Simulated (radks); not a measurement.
# Valence configurations of Ag

An exercise on one series of results from a longer session: the logs are not shown, and one member is left open.

The numbers are computed with radks (a radial shooting solver on a logarithmic mesh, Libxc functionals) version 1 (scalar-relativistic Kohn-Sham, PBEsol, spin-unpolarised, spherical densities, finite nucleus), except any that are marked as measured or tabulated.

## What is computed

* element: silver (Z = 47)
* charge: 0
* electrons: 47
* configuration: [Kr] 4d10 5s1
* nuclear rms radius: 4.5454 fm
* others tried: 4d9 5s1 5p1; 4d10 5p1; 4d9.5 5s1.5; 4d9 5s2; 4d9.5 5s1 5p0.5; 4d7 5s2 5p2; 4d10 5s0.5 5p0.5; 4d9 5p2; 4d8.5 5s1.5 5p1

Outer shells as boxes (Hund's rule):

Ag
```
[Kr] core
4d [↑↓][↑↓][↑↓][↑↓][↑↓]
5s [↑ ]
```

The first run:

The run's settings:

```text
Z 47
configuration [Kr] 4d10 5s1
relativity scalar-relativistic
functional pbe_sol,pbe_sol
spin unpolarised
nucleus finite rms 4.5454 fm
c 137.035999084
```

Steps of the session up to this table: [Kr] 4d10 5s1.

One of the session's tables, all rows but one given; the rest of the session is left out.

It belongs to the step «[Kr] 4d10 5s1». Sizes of the orbitals, from the radial functions (bohr):

| level | <r> | outermost maximum (interpolated) | 90 % within | nodes |
| --- | --- | --- | --- | --- |
| 2p | 0.1177 | 0.0912 | 0.192 | 0 |
| 3s | 0.3688 | 0.333 | 0.543 | 2 |
| 3p | ? | ? | ? | ? |
| 3d | 0.3459 | 0.274 | 0.547 | 0 |
| 4s | 0.9118 | 0.822 | 1.33 | 3 |
| 4p | 1.001 | 0.876 | 1.48 | 2 |
| 4d | 1.419 | 1.04 | 2.32 | 1 |
| 5s | 3.134 | 2.49 | 4.81 | 4 |

Estimate the missing values for 3p.

As computed: <r>: 0.3678; outermost maximum (interpolated): 0.326; 90 % within: 0.554; nodes: 1. In the column «<r>» it lies between 3d (0.3459) and 3s (0.3688).
